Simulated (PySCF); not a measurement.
**AlI+: from the state search to spectroscopic constants**

An exercise on one series of results from a longer session: the logs are not shown, and one member is left open.

Method: Al def2-SVP, I def2-SVP with ECP28, scalar-relativistic core potentials; program: PySCF 2.14.0.

The first run:

Settings of the job:

| Property | Result |
| --- | --- |
| atoms | Al, I |
| charge | 1 |
| basis | Al def2-SVP, I def2-SVP with ECP28 |
| Hamiltonian | scalar-relativistic core potentials |
| basis functions | 44 |
| electrons treated | 37 |
| masses in u | 26.9815, 126.9045 |
| levels | PBE0, PBE, r²SCAN, revPBE, B97-3, r²SCAN0, CAM-B3LYP, HF, MP2, SCS-MP2, CCSD, CCSD(T) |
| grid | 80 radial by 434 angular points |
| occupations | held fixed by the projection of orbital angular momentum |
| dissociation limit | Al+ + I, each in its ground configuration |
| starting distance in angstrom | 2.605 |
| values of 2S to try | 1, 3 |

Launch:

```sh
OMP_NUM_THREADS=1 python dia.py task.json out
```

Among the steps run: The job; PBE0 along the bond; Higher solutions at PBE0; PBE (GGA); r²SCAN (meta-GGA); revPBE (GGA); B97-3 (global hybrid GGA); r²SCAN0 (hybrid meta-GGA); CAM-B3LYP (range-separated hybrid); UHF (mean field); Adding correlation.

One table of the session follows, with a row left open; its other results are not shown here.

| level | Re (Å) | ωe (cm⁻¹) | De (eV) |
| --- | --- | --- | --- |
| UHF | 2.401 | 384 | 0.53 |
| UHF-MP2 | 2.389 | 415 | 1.02 |
| UHF-SCS-MP2 | 2.398 | 402 | 0.82 |
| UHF-CCSD | 2.411 | 373 | 0.74 |
| UHF-CCSD(T) | ? | ? | ? |
| PBE | 2.425 | 365 | 1.41 |
| revPBE | 2.432 | 362 | 1.30 |
| r²SCAN | 2.398 | 392 | 1.53 |
| PBE0 | 2.403 | 380 | 1.29 |
| r²SCAN0 | 2.389 | 396 | 1.38 |
| B97-3 | 2.416 | 370 | 1.07 |
| CAM-B3LYP | 2.408 | 367 | 0.96 |

Estimate the missing values for UHF-CCSD(T).

**Answer.** Re (Å): 2.411; ωe (cm⁻¹): 378; De (eV): 0.85.

De is counted to Al+ + I in their ground configurations.
